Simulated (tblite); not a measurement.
# C6H12NP: the cost of one run

The runs use tblite 0.8.0 and PySCF 2.14.0, with density-fitted response routines of our own; the level of theory stands in each step. All values are computed, except where a source is named. Atoms count from 0, in the outputs and in this text.

## (1) The starting structure

20 atoms, charge 0, multiplicity 1; geometry from: force field or distance geometry start.

Bonds of the start (Å): C0–C1 1.49, C1–P2 1.61, P2–N3 1.74, N3–C4 1.46, N3–C5 1.46, P2–C6 1.79, C6–C7 1.33, C7–P2 1.80, C0–H8 1.11, C0–H9 1.11, C0–H10 1.11, C1–H11 1.10, C4–H12 1.12, C4–H13 1.08, C4–H14 1.10, C5–H15 1.09, C5–H16 1.10, C5–H17 1.10, C6–H18 1.11, C7–H19 1.10.

## (2) Relaxing the molecule with GFN2-xTB

The job: settings as JSON, then the geometry in Å.

```
{"job": {"kind": "relax", "xc": "GFN2-xTB", "basis": "xTB"}, "charge": 0, "multiplicity": 1}
C      2.569700    -0.610000    -0.613000
C      1.244400    -0.833300     0.033700
P      0.251900     0.366500     0.433000
N     -1.463700     0.108600     0.518900
C     -1.830600    -1.289100     0.753700
C     -2.038900     0.447400    -0.782400
C      1.005700     1.754100     1.268800
C      0.706900     2.052100     0.011600
H      2.732400     0.444400    -0.917200
H      2.669100    -1.244900    -1.518500
H      3.334200    -0.963500     0.113400
H      0.971400    -1.871800     0.265100
H     -2.781900    -1.424100     0.182700
H     -2.070900    -1.418200     1.802600
H     -1.072300    -1.999500     0.381300
H     -2.973600     1.009800    -0.692300
H     -2.110400    -0.461700    -1.389500
H     -1.274900     1.077600    -1.267600
H      1.432000     2.090100     2.231700
H      0.694300     2.776200    -0.819100
```

Command:

```sh
$ OMP_NUM_THREADS=1 python probes_run.py task.json out
```

This one command runs all jobs of the session in turn.

Q: Estimate the wall time and peak memory of this first job on 1 thread of Intel Xeon Platinum 8259CL at 2.50GHz, shared host.

About 2.9 s, with a peak of 0.18 GiB.
